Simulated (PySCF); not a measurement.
# CHClFI (Chlorofluoroiodomethane): the cost of one run

Computed with PySCF 2.14.0 and routines of our own; the level stands in each step. Atoms count from 0.

## Step 1: The system as given

5 atoms, charge 0, multiplicity 1; geometry from: GFN2-xTB.

## Step 2: Geometry optimisation at PBE0-D3(BJ)/def2-SVP

The job: settings as JSON, then the geometry in Å.

```
{"job": {"xc": "PBE0", "basis": "def2-SVP", "d3": "d3bj", "grid": 1, "maxiter": 30, "shake": 0.01, "kind": "geom"}, "charge": 0, "multiplicity": 1}
F     -0.326980    -1.135760    -0.793070
C     -0.120590    -0.117180     0.060320
Cl    -1.218070     1.235430    -0.303790
I      2.002420     0.461510    -0.068090
H     -0.303210    -0.477970     1.066740
```

Started as:

```console
$ OMP_NUM_THREADS=1 python heavy_run.py task.json out
```

This one command runs all jobs of the session in turn.

Q: Estimate the wall time and peak memory of this first job on 1 thread of Intel Xeon Platinum 8259CL at 2.50GHz, shared host.

About 38 s, with a peak of 0.34 GiB.
